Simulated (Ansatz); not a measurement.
Working through a convergence test of the plane-wave cutoff of SiC, space group F-43m

Program: Ansatz's Python interface.

Notebook, run cell by cell (the value of a cell's last expression is shown):

```python
import ansatz as az
from tabulate import tabulate

crystal = (
    az.Lattice.fcc(4.358)
    .space_group(216)
    .atom("Si", (0.0, 0.0, 0.0))
    .atom("C", (0.25, 0.25, 0.75))
    .primitive()
)

setup = (
    crystal.calculation()
    .functional(az.Functional.R2SCAN)
    .kpoints(8)
    .occupations(az.OccupationsMethod.FIXED)
)
```

```python
rows = []
for value in [250, 350, 450, 550, 650, 750]:
    data = setup.basis(value).run(threads=1, pin="off").report
    rows.append((value, data["free_energy_ev"] / len(data["lattice"]["sites"]), data["n_iterations"], data["n_pw"]))
```

    DeckWarning: basis.ecutwfc = 250 eV is below the records' recommended 500 eV, and the density's cutoff is lower with it unless basis.ecutrho_ratio is high enough to keep the records' density cutoff: compare with a run at a higher cutoff
    DeckWarning: basis.ecutwfc = 350 eV is below the records' recommended 500 eV, and the density's cutoff is lower with it unless basis.ecutrho_ratio is high enough to keep the records' density cutoff: compare with a run at a higher cutoff
    DeckWarning: basis.ecutwfc = 450 eV is below the records' recommended 500 eV, and the density's cutoff is lower with it unless basis.ecutrho_ratio is high enough to keep the records' density cutoff: compare with a run at a higher cutoff

```python
print(tabulate(rows, headers=["cutoff (eV)", "F/atom (eV)", "iterations", "plane waves"], floatfmt=".4f", tablefmt="plain"))

# the last row is the reference
for row in rows[:-1]:
    shift = 1000 * (row[1] - rows[-1][1])
    print(f"{row[0]}: {shift:+.2f} meV/atom" + ("  (within 2 meV)" if abs(shift) < 2 else ""))
```

      cutoff (eV)    F/atom (eV)    iterations    plane waves
              250      -445.4244             6            169
              350      -445.6517             7            331
              450      -445.6663             7            459
              550      -445.6668             7            609
              650      -445.6676             7            749
              750      -445.6680             7            941
    250: +243.58 meV/atom
    350: +16.29 meV/atom
    450: +1.71 meV/atom  (within 2 meV)
    550: +1.17 meV/atom  (within 2 meV)
    650: +0.39 meV/atom  (within 2 meV)

From 450 eV on it stays within 2 meV an atom of the value at 750 eV; the first row (250 eV) is off by 243.6 meV and the last but one by 0.39 meV. The energy falls steadily, as expected when plane waves are added.

Notes:
- The structure is a deposited one; some such entries were measured under pressure or heat, so a shift against it needn't be the functional's error alone.
- Warnings are shown shortened and without file and line.
- Shifts are counted from the last row, which is itself no proven limit.
- It ran for 8 s on 1 thread of Arm Neoverse V2, with other jobs on the host, peak memory 0.41 GiB.
